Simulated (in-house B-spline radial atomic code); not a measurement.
# V: numerical settings, good and bad

Which of these inputs for V still give the converged answer?

The numbers are computed with in-house B-spline radial atomic code version 1 (scalar-relativistic (spin-free one-electron X2C) BP86, spherical fractional occupations, Fermi nucleus, basis-set limit), except any that are marked as measured or tabulated.

## (1) The atom as given

```
element       : vanadium (Z = 23)
charge        : 0
electrons     : 23
configuration : [Ar] 3d3 4s2
Hamiltonian   : scalar-relativistic (X2C)
nucleus       : Fermi, rms radius 3.600 fm
```

The outer shells:

[Ar] 3d3 4s2
```
[Ar] core
3d [↑ ][↑ ][↑ ][  ][  ]
4s [↑↓]
```

The boxes only draw the filling; these runs are spin-restricted and spherical.

A run counts as converged when the orbital gradient is under the tolerance times 23 hartree (or under the basis's noise floor) and the energy moved by less than 1e-8 hartree times the root of its size. Energy differences under 3e-06 hartree are noise.

Input settings:

```ini
Z = 23
electrons = 23.0
configuration = [Ar] 3d3 4s2
hamiltonian = x2c
method = b88,p86
spin_polarised = False
nucleus = fermi
rms_radius = 3.6002
mass_number = 51
atomic_mass = 50.943957664
speed_of_light = 137.035999084
knot_spacing = 0.22
spline_order = 8
gauss_points = 12
box_radius = 50
max_iterations = 70
damping = 0.5
damped_steps = 3
diis_vectors = 10
tolerance = 1e-08
start = Thomas-Fermi
```

The reference is known from an earlier run: -949.250114 hartree in all. Up to eight levels, counted from the top:

```csv
orbital,occupation,energy (eV),<r> (bohr)
1s,2,-5362.99,0.06615
2s,2,-602.65,0.3080
2p,6,-503.17,0.2740
3s,2,-70.281,0.9484
3p,6,-44.108,1.017
3d,3,-5.302,1.450
4s,2,-4.849,3.332
```

## (2) Cap on iterations 100; damping (share of the old matrix) 0; convergence tolerance 1e-06

Input settings:

```ini
Z = 23
electrons = 23.0
configuration = [Ar] 3d3 4s2
hamiltonian = x2c
method = b88,p86
spin_polarised = False
nucleus = fermi
rms_radius = 3.6002
mass_number = 51
atomic_mass = 50.943957664
speed_of_light = 137.035999084
knot_spacing = 0.22
spline_order = 8
gauss_points = 12
box_radius = 50
max_iterations = 100
damping = 0
damped_steps = 3
diis_vectors = 10
tolerance = 1e-06
start = Thomas-Fermi
```

On the command line:

```
> python run_scf.py task.json out
```

task.json lists these runs, among others, and the program works through them in turn.

## (3) Spline order 6; first knot 4.35e-05; cap on iterations 50

Changes to the settings of step 2:

```diff
@@ -12,10 +12,11 @@
 knot_spacing = 0.22
-spline_order = 8
+spline_order = 6
 gauss_points = 12
 box_radius = 50
-max_iterations = 100
-damping = 0
+first_knot = 4.35e-05
+max_iterations = 50
+damping = 0.5
 damped_steps = 3
 diis_vectors = 10
-tolerance = 1e-06
+tolerance = 1e-08
 start = Thomas-Fermi
```

## (4) Spline order 7; cap on iterations 75; number of damped steps 0

Changes to the settings of step 3:

```diff
@@ -12,9 +12,8 @@
 knot_spacing = 0.22
-spline_order = 6
+spline_order = 7
 gauss_points = 12
 box_radius = 50
-first_knot = 4.35e-05
-max_iterations = 50
+max_iterations = 75
 damping = 0.5
-damped_steps = 3
+damped_steps = 0
 diis_vectors = 10
```

## (5) Cap on iterations 60; damping (share of the old matrix) 0.2; number of damped steps 1; starting potential bare nucleus

Changes to the settings of step 4:

```diff
@@ -12,10 +12,10 @@
 knot_spacing = 0.22
-spline_order = 7
+spline_order = 8
 gauss_points = 12
 box_radius = 50
-max_iterations = 75
-damping = 0.5
-damped_steps = 0
+max_iterations = 60
+damping = 0.2
+damped_steps = 1
 diis_vectors = 10
 tolerance = 1e-08
-start = Thomas-Fermi
+start = bare nucleus
```

## (6) Configuration [Ar] 3d3 4s2 5p-1

In configurations, a minus sign after the shell means j = l − 1/2 and a plus sign j = l + 1/2; the count of electrons follows.

Input settings:

```ini
Z = 23
electrons = 24.0
configuration = [Ar] 3d3 4s2 5p-1
hamiltonian = x2c
method = b88,p86
spin_polarised = False
nucleus = fermi
rms_radius = 3.6002
mass_number = 51
atomic_mass = 50.943957664
speed_of_light = 137.035999084
knot_spacing = 0.22
spline_order = 8
gauss_points = 12
box_radius = 50
max_iterations = 60
damping = 0.5
damped_steps = 3
diis_vectors = 10
tolerance = 1e-08
start = Thomas-Fermi
```

## (7) Another Hamiltonian or method

Input settings:

```ini
Z = 23
electrons = 23.0
configuration = [Ar] 3d3 4s2
hamiltonian = dirac
method = hf
spin_polarised = True
nucleus = fermi
rms_radius = 3.6002
mass_number = 51
atomic_mass = 50.943957664
speed_of_light = 137.035999084
knot_spacing = 0.22
spline_order = 8
gauss_points = 12
box_radius = 50
max_iterations = 70
damping = 0.5
damped_steps = 3
diis_vectors = 10
tolerance = 1e-08
start = Thomas-Fermi
```

Before running: Which of these runs converge to the reference energy, which miss it and by about how much, and which fail?

The runs gave:

| run | outcome | iterations | energy less the reference (hartree) |
| --- | --- | --- | --- |
| reference | converged | 10 | 0 |
| cap on iterations 100; damping (share of the old matrix) 0; convergence tolerance 1e-06 | converged | 12 | below noise |
| spline order 6; first knot 4.35e-05; cap on iterations 50 | converged | 10 | below noise |
| spline order 7; cap on iterations 75; number of damped steps 0 | converged | 9 | below noise |
| cap on iterations 60; damping (share of the old matrix) 0.2; number of damped steps 1; starting potential bare nucleus | converged | 12 | below noise |
| Configuration [Ar] 3d3 4s2 5p-1 | refused | - | - |
| Another Hamiltonian or method | refused | - | - |

What this shows: Of 6 changed inputs, 4 gave the reference energy within 1e-05 hartree and 2 met a refusal.
